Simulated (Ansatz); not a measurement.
# H4NNbO3: how energies converge with the basis set

An exercise on one series of results from a longer session: the logs are not shown, and one member is left open.

Method: one geometry, several basis sets; program: Ansatz 0.2.0, Gaussian basis.

Levels to be run: PBE0-D4/def2-SVP; ωB97M-V/def2-SVP; PBE0-D4/def2-QZVPP; ωB97M-V/def2-QZVPP; the functionals' def2-TZVPP values are taken from earlier runs.

## The relaxed structure

An earlier PBE0-D4 in a triple-zeta def2 set relaxation fixed the geometry. Nb takes the def2 core potential; no spin-orbit term is included.

SMILES `[NH2][Nb](=[O])([OH])[OH]`, 9 atoms, charge 0, spin multiplicity 1.

Atoms are counted from 1 here; the program's logs count them from 0.

Bond lengths: N1–Nb2 1.969 Å, N1–H6 1.010 Å, N1–H7 1.010 Å, Nb2–O3 1.695 Å, Nb2–O4 1.908 Å, Nb2–O5 1.907 Å, O4–H8 0.956 Å, O5–H9 0.956 Å. Angles: Nb2–N1–H6 123.7°, Nb2–N1–H7 126.3°, H6–N1–H7 110.0°, N1–Nb2–O3 106.1°, N1–Nb2–O4 110.9°, N1–Nb2–O5 110.9°, O3–Nb2–O4 108.8°, O3–Nb2–O5 108.9°, O4–Nb2–O5 111.1°, Nb2–O4–H8 134.9°, Nb2–O5–H9 135.8°.

Set-up of the first run:

in.yaml

```yaml
crystal:
  periodic: [false, false, false]
  atoms:
    - {symbol: N, position_ang: [0.251217, 0.935884, -1.215562]}
    - {symbol: Nb, position_ang: [-0.511596, -0.135891, 0.249504]}
    - {symbol: O, position_ang: [-2.183028, 0.146483, 0.218155]}
    - {symbol: O, position_ang: [-0.197797, -1.997077, -0.032203]}
    - {symbol: O, position_ang: [0.179248, 0.428294, 1.935582]}
    - {symbol: H, position_ang: [-0.299028, 1.524072, -1.824291]}
    - {symbol: H, position_ang: [1.223603, 0.972920, -1.486475]}
    - {symbol: H, position_ang: [0.580384, -2.538984, -0.153491]}
    - {symbol: H, position_ang: [1.045596, 0.617997, 2.291784]}
basis:
  gaussian: {orbitals: def2-SVP}
hamiltonian: {xc: pbe0, dispersion: d4}
output: {orbitals: {seedname: orbitals}}
```

The run is started by

```
$ ansatz run in.yaml --threads 2 --pin off --events-out ev --progress --plain --max-ram 32768MiB --backend cpu
```

Steps of the session up to this table: PBE0-D4 in def2-SVP; ωB97M-V in def2-SVP; PBE0-D4 in def2-QZVPP; ωB97M-V in def2-QZVPP.

One of the session's tables, all rows but one given; the rest of the session is left out.

It belongs to the step «Density functionals: the series». 

| functional | basis | HOMO (eV) |
| --- | --- | --- |
| PBE0-D4 | def2-SVP | -7.92 |
| PBE0-D4 | def2-TZVPP | -8.06 |
| PBE0-D4 | def2-QZVPP | -8.11 |
| ωB97M-V | def2-SVP | ? |
| ωB97M-V | def2-TZVPP | -10.40 |
| ωB97M-V | def2-QZVPP | -10.46 |

Q: Estimate the row for ωB97M-V, def2-SVP from the others.

As computed: HOMO (eV): -10.25. In the column «HOMO (eV)» it lies between ωB97M-V, def2-TZVPP (-10.40) and PBE0-D4, def2-QZVPP (-8.11).
